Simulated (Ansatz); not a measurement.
Wanted: the native input for an Ansatz 0.2.0 run.

```
Task                : single point
Functional          : PBE
Potentials or basis : Ansatz PAW
Cutoff              : 420 eV (not typed: the program's choice for these potentials)
k mesh              : 5 × 4 × 4
Occupations         : fermi-dirac, width 0.05 eV
Spin                : no spin polarisation
```

CsSrMg6:

```
Cs Sr Mg
1.0
     5.22269    0.00000    0.00000
     0.00000    3.61723    7.06041
     0.00000   -3.61723    7.06041
Cs Sr Mg
1 1 6
Direct
  0.49477 0.16601 0.18634
  0.50188 0.67766 0.66670
  0.99950 0.86228 0.85088
  0.00194 0.36613 0.36532
  0.99672 0.31188 0.77217
  0.99167 0.76650 0.30933
  0.49381 0.16272 0.68623
  0.48813 0.67898 0.16368
```

The cell comes from a database or a generator and needn't be the stable form of this composition.

The cell isn't the ideal one: atoms moved at random, drawn with an rms of 0.05 Å.

These files were run (other wordings do the same):

input.yaml

```yaml
crystal:
  lattice:
    - [5.222685, 0.0, 0.0]
    - [0.0, 3.617235, 7.060412]
    - [0.0, -3.617235, 7.060412]
  atoms:
    - { symbol: Cs, position: [0.494774, 0.166012, 0.186342] }
    - { symbol: Sr, position: [0.501877, 0.677662, 0.6667] }
    - { symbol: Mg, position: [-0.0005, 0.862283, 0.850883] }
    - { symbol: Mg, position: [0.001939, 0.366126, 0.365322] }
    - { symbol: Mg, position: [-0.003277, 0.311875, 0.772175] }
    - { symbol: Mg, position: [-0.008329, 0.766497, 0.309325] }
    - { symbol: Mg, position: [0.493807, 0.162718, 0.686227] }
    - { symbol: Mg, position: [0.488135, 0.678983, 0.163683] }
hamiltonian:
  xc: pbe
  pseudopotentials: { kind: paw }
kpoints:
  mp_grid: { grid: [5, 4, 4] }
scf:
  occupations: { method: fermi_dirac, width: 0.05 }
output:
  forces: true
  stress: true
  eigenvalues: true
  write_density: true
  write_potential: true
  elf: true
  volumetric_format: npy
```

Potentials or basis: Ansatz PAW.

The run is started by

```sh
$ ansatz run input.yaml --threads 4 --pin off --max-ram 10240MiB --backend cpu --events-out ev --progress --plain --runs-dir out
```

Results of the run:

```
Pressure               : 0.1 GPa
Largest force          : 0.222 eV/Å
Band gap on the k mesh : none (metal or under the smearing width)
```

It took 17 s on 4 threads of Arm Neoverse V1, on a shared host, peak memory 0.79 GiB.
